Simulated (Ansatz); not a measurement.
# C8H12O8Si: one species, many methods

How much do the methods differ for C8H12O8Si? The plan is to run it at one geometry with functionals of several rungs and with coupled cluster. The yardstick is the atomisation energy at the CCSD(T) limit.

Method: functionals in def2-TZVPP, the program's frozen cores in correlated methods; program: Ansatz 0.2.0, Gaussian basis.

Plan: LDA (SPW92), PBE-D4, revPBE-D4, BLYP-D4, r2SCAN-D4, B97M-V, PBE0-D4, B3LYP-D4, r2SCANh-D4, r2SCAN0-D4, HSE06-D4, BHLYP-D4, CAM-B3LYP-D4, LC-ωPBE, ωB97X-V, ωB97M-V, B2PLYP, PBE-QIDH; CCSD(T)/def2-SVP; CCSD(T)/def2-TZVPP; MP2/def2-QZVPP; extrapolation to the limit; RPA on PBE.

## Step 1: The geometry

An earlier PBE0-D4 in a triple-zeta def2 set relaxation fixed the geometry.

SMILES `CC(=O)O[Si](OC(C)=O)(OC(C)=O)OC(C)=O`, 29 atoms, charge 0, spin multiplicity 1.

Atoms are counted from 1 here; the program's logs count them from 0.

Bond lengths: C1–C2 1.491 Å, C1–H18 1.087 Å, C1–H19 1.091 Å, C1–H20 1.092 Å, C2–O3 1.198 Å, C2–O4 1.354 Å, O4–Si5 1.641 Å, Si5–O6 1.641 Å, Si5–O10 1.641 Å, Si5–O14 1.641 Å, O6–C7 1.354 Å, C7–C8 1.491 Å, C7–O9 1.198 Å, C8–H21 1.092 Å, C8–H22 1.091 Å, C8–H23 1.087 Å, O10–C11 1.354 Å, C11–C12 1.491 Å and more. Angles: C2–C1–H18 110.0°, C2–C1–H19 109.9°, C2–C1–H20 108.7°, H18–C1–H19 110.7°, H18–C1–H20 110.2°, H19–C1–H20 107.3°, C1–C2–O3 126.2°, C1–C2–O4 111.6°, O3–C2–O4 122.2°, C2–O4–Si5 124.2°, O4–Si5–O6 107.0°, O4–Si5–O10 114.6°, O4–Si5–O14 107.0°, O6–Si5–O10 107.0°, O6–Si5–O14 114.6°, O10–Si5–O14 107.0°, Si5–O6–C7 124.2°, O6–C7–C8 111.6° and more.

Coordinates:

```
C    -0.86257    3.58358    1.37623
C    -0.40927    2.59356    0.35763
O    -0.16121    2.82490   -0.79138
O    -0.31144    1.34886    0.88076
Si   -0.00200   -0.00040    0.00031
O     1.60245    0.00883   -0.34231
C     2.30969   -1.08804   -0.70172
C     3.76992   -0.79791   -0.78358
O     1.78649   -2.14556   -0.90967
O    -0.79729   -0.07752   -1.43263
C    -2.09257    0.27705   -1.60302
C    -2.48341    0.25612   -3.04173
O    -2.80017    0.57277   -0.68260
O    -0.50135   -1.28158    0.89518
C     0.18195   -1.78585    1.94937
C    -0.43570   -3.04626    2.45238
O     1.16356   -1.25624    2.38669
H    -0.86429    4.58261    0.94856
H    -0.21204    3.54002    2.25125
H    -1.86851    3.31326    1.70507
H     4.12822   -0.51675    0.20922
H     3.94256    0.05318   -1.44436
H     4.30371   -1.67486   -1.13992
H    -3.54271    0.47683   -3.14238
H    -2.24977   -0.71757   -3.47547
H    -1.89106    1.00131   -3.57736
H     0.09028   -3.38987    3.33907
H    -0.38111   -3.80216    1.66578
H    -1.49189   -2.88041    2.67084
```

## Step 2: LDA

This LDA is Slater exchange with PW92 correlation.

Input file in.yaml:

```yaml
crystal:
  periodic: [false, false, false]
  atoms:
    - {symbol: C, position_ang: [-0.862571, 3.583583, 1.376225]}
    - {symbol: C, position_ang: [-0.409271, 2.593556, 0.357631]}
    - {symbol: O, position_ang: [-0.161209, 2.824897, -0.791375]}
    - {symbol: O, position_ang: [-0.311436, 1.348856, 0.880758]}
    - {symbol: Si, position_ang: [-0.001996, -0.000405, 0.000310]}
    - {symbol: O, position_ang: [1.602450, 0.008831, -0.342306]}
    - {symbol: C, position_ang: [2.309694, -1.088040, -0.701724]}
    - {symbol: C, position_ang: [3.769921, -0.797909, -0.783584]}
    - {symbol: O, position_ang: [1.786494, -2.145557, -0.909673]}
    - {symbol: O, position_ang: [-0.797288, -0.077523, -1.432634]}
    - {symbol: C, position_ang: [-2.092569, 0.277052, -1.603018]}
    - {symbol: C, position_ang: [-2.483414, 0.256123, -3.041732]}
    - {symbol: O, position_ang: [-2.800175, 0.572774, -0.682596]}
    - {symbol: O, position_ang: [-0.501347, -1.281585, 0.895177]}
    - {symbol: C, position_ang: [0.181949, -1.785855, 1.949367]}
    - {symbol: C, position_ang: [-0.435699, -3.046261, 2.452378]}
    - {symbol: O, position_ang: [1.163558, -1.256240, 2.386691]}
    - {symbol: H, position_ang: [-0.864290, 4.582610, 0.948561]}
    - {symbol: H, position_ang: [-0.212036, 3.540020, 2.251247]}
    - {symbol: H, position_ang: [-1.868507, 3.313264, 1.705074]}
    - {symbol: H, position_ang: [4.128225, -0.516745, 0.209222]}
    - {symbol: H, position_ang: [3.942563, 0.053184, -1.444361]}
    - {symbol: H, position_ang: [4.303714, -1.674860, -1.139919]}
    - {symbol: H, position_ang: [-3.542710, 0.476833, -3.142379]}
    - {symbol: H, position_ang: [-2.249772, -0.717570, -3.475466]}
    - {symbol: H, position_ang: [-1.891059, 1.001310, -3.577365]}
    - {symbol: H, position_ang: [0.090282, -3.389872, 3.339073]}
    - {symbol: H, position_ang: [-0.381113, -3.802161, 1.665775]}
    - {symbol: H, position_ang: [-1.491890, -2.880409, 2.670842]}
basis:
  gaussian: {orbitals: def2-TZVPP}
hamiltonian: {xc: lda}
output: {orbitals: {seedname: orbitals}}
```

After this run come: PBE-D4 (GGA); revPBE-D4 (GGA); BLYP-D4 (GGA); r2SCAN-D4 (meta-GGA); B97M-V (meta-GGA); PBE0-D4 (hybrid); B3LYP-D4 (hybrid); r2SCANh-D4 (hybrid); r2SCAN0-D4 (hybrid); HSE06-D4 (hybrid); BHLYP-D4 (hybrid); CAM-B3LYP-D4 (range-separated); LC-ωPBE-D4 (range-separated); ωB97X-V (range-separated); ωB97M-V (range-separated); B2PLYP (double hybrid); PBE-QIDH (double hybrid); CCSD(T) in def2-SVP; CCSD(T) in def2-TZVPP; MP2 in def2-QZVPP; RPA on PBE orbitals.

Q: Predict the results of all the runs planned. Wanted: atomisation energy, CCSD(T)/CBS; farthest beyond LDA; mean size of error, GGA; mean size of error, meta-GGA; mean size of error, hybrid; mean size of error, range-separated; mean size of error, double hybrid; gap, smallest and largest; T1 diagnostic.

The runs gave:

```
                               quantity                                                                value
        atomisation energy, CCSD(T)/CBS                                                       13246.1 kJ/mol
 functionals within 66.2 kJ/mol (0.5 %)  revPBE-D4, B97M-V, B3LYP-D4, r2SCANh-D4, LC-ωPBE, ωB97X-V, PBE-QIDH
                    farthest beyond LDA                                             BHLYP-D4 (-561.6 kJ/mol)
                mean size of error, GGA                                                         198.6 kJ/mol
           mean size of error, meta-GGA                                                          74.7 kJ/mol
             mean size of error, hybrid                                                         164.4 kJ/mol
    mean size of error, range-separated                                                          57.5 kJ/mol
      mean size of error, double hybrid                                                          96.3 kJ/mol
              gap, smallest and largest                            5.10 eV (LDA (SPW92)), 13.27 eV (LC-ωPBE)
                          T1 diagnostic                                                               0.0153
triples share of the correlation energy                                                                4.1 %
```

What this shows: LDA overbinds by 2288.2 kJ/mol (17 %). PBE-D4 misses by +465.4 kJ/mol. Double hybrids carry the basis error of their MP2 part in triple zeta, and no dispersion term here, so their miss is partly the set-up's. Taken by rung, range-separated functionals do best (57.5 kJ/mol on average) and GGA ones worst beyond LDA (198.6 kJ/mol). The gap between the best rungs is small, so their order is not settled. Misses under about 66.2 kJ/mol are within the doubt on the reference itself, which lacks core-valence correlation, relativity and higher excitations. Hartree-Fock recovers 71 % of the binding; the rest is correlation. CCSD(T) in def2-SVP is off by -666.5 kJ/mol, which most functionals beat. Orbital gaps span 5.1 to 13.3 eV; exact exchange widens them.
